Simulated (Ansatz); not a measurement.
# In3SbAs2: the cost of one run

Computed with Ansatz 0.2.0 (DFT PBE, scalar-relativistic, plane waves, PAW, unless a step's input says otherwise).

1 further run of the same task is left out (set aside as unsound or not needed). Runs told in other sessions of the task aren't counted.

**1. The system as given**

Symmetry: P6_3mc, No. 186, hexagonal system. The conventional cell has a = 4.472 Å, b = 4.472 Å, c = 22.062 Å, α = 90.00°, β = 90.00°, γ = 120.00°. Around In (site symmetry 3m) lie 3 As at 2.72 Å and 1 Sb at 2.87 Å. Around In (site symmetry 3m) lie 4 As at 2.70 to 2.72 Å. In (site symmetry 3m) is surrounded by 1 As at 2.68 Å and 3 Sb at 2.80 Å. Sb (site symmetry 3m) is surrounded by 4 In at 2.80 to 2.87 Å. As (site symmetry 3m) has 4 In at 2.70 to 2.72 Å in its first shell of neighbours. As (site symmetry 3m) has 4 In at 2.68 to 2.72 Å in its first shell of neighbours.

As a file:

```
In Sb As
1.0
     4.47208    0.00000    0.00000
    -2.23604    3.87293    0.00000
     0.00000    0.00000   22.06211
In Sb As
6 2 4
Direct
  0.66667 0.33333 0.16056
  0.66667 0.33333 0.50005
  0.66667 0.33333 0.84017
  0.33333 0.66667 0.00005
  0.33333 0.66667 0.34017
  0.33333 0.66667 0.66056
  0.66667 0.33333 0.29079
  0.33333 0.66667 0.79079
  0.66667 0.33333 0.62220
  0.66667 0.33333 0.96172
  0.33333 0.66667 0.12220
  0.33333 0.66667 0.46172
```

The cell was relaxed beforehand at this level, from a generated guess; it needn't be the stable form of this composition. At a tolerance of 0.05 Å it has space group P6_3mc (No. 186); it has 31.84 Å³/atom, an uncorrected energy of -0.17 eV/atom over the elements.

**2. Bands, states and charges**

input.yaml reads:

```yaml
crystal:
  lattice:
    - [4.4720771137, -2.89e-08, 0.0]
    - [-2.2360385318, 3.8729324026, 0.0]
    - [0.0, 0.0, 22.0621064]
  atoms:
    - { symbol: In, position: [0.6666666667, 0.3333333333, 0.160563] }
    - { symbol: In, position: [0.6666666667, 0.3333333333, 0.500046] }
    - { symbol: In, position: [0.6666666667, 0.3333333333, 0.840168] }
    - { symbol: In, position: [0.3333333333, 0.6666666667, 4.6e-05] }
    - { symbol: In, position: [0.3333333333, 0.6666666667, 0.340168] }
    - { symbol: In, position: [0.3333333333, 0.6666666667, 0.660563] }
    - { symbol: Sb, position: [0.6666666667, 0.3333333333, 0.290793] }
    - { symbol: Sb, position: [0.3333333333, 0.6666666667, 0.790793] }
    - { symbol: As, position: [0.6666666667, 0.3333333333, 0.622205] }
    - { symbol: As, position: [0.6666666667, 0.3333333333, 0.961724] }
    - { symbol: As, position: [0.3333333333, 0.6666666667, 0.122205] }
    - { symbol: As, position: [0.3333333333, 0.6666666667, 0.461724] }
basis:
  ecutwfc: 420
kpoints:
  mp_grid: { grid: [12, 12, 2] }
  band_path:
    path:
      - [[0.0, 0.0, 0.0], [0.5, 0.0, 0.0], [0.33333333, 0.33333333, 0.0], [0.0, 0.0, 0.0], [0.0, 0.0, 0.5], [0.5, 0.0, 0.5], [0.33333333, 0.33333333, 0.5], [0.0, 0.0, 0.5]]
      - [[0.5, 0.0, 0.5], [0.5, 0.0, 0.0]]
      - [[0.33333333, 0.33333333, 0.5], [0.33333333, 0.33333333, 0.0]]
    npoints: 10
hamiltonian:
  xc: pbe
scf:
  occupations: { method: gaussian, width: 0.1 }
  n_extra_bands: 30
output:
  forces: true
  stress: true
  eigenvalues: true
  populations: true
  dos: { projected: true, de: 0.02, nscf_kmesh: { grid: [15, 15, 3] } }
  bader: false
  write_density: true
  write_potential: true
  elf: true
  volumetric_format: npy
```

Command:

```sh
> ansatz run input.yaml --threads 4 --pin off --max-ram 8192MiB --backend cpu --events-out ev --progress --plain --runs-dir out
```

**Question.** How long does this run take on 4 threads of Arm Neoverse V2, shared host, and how much memory does it need?

About 4.3 min, with a peak of 3 GiB.
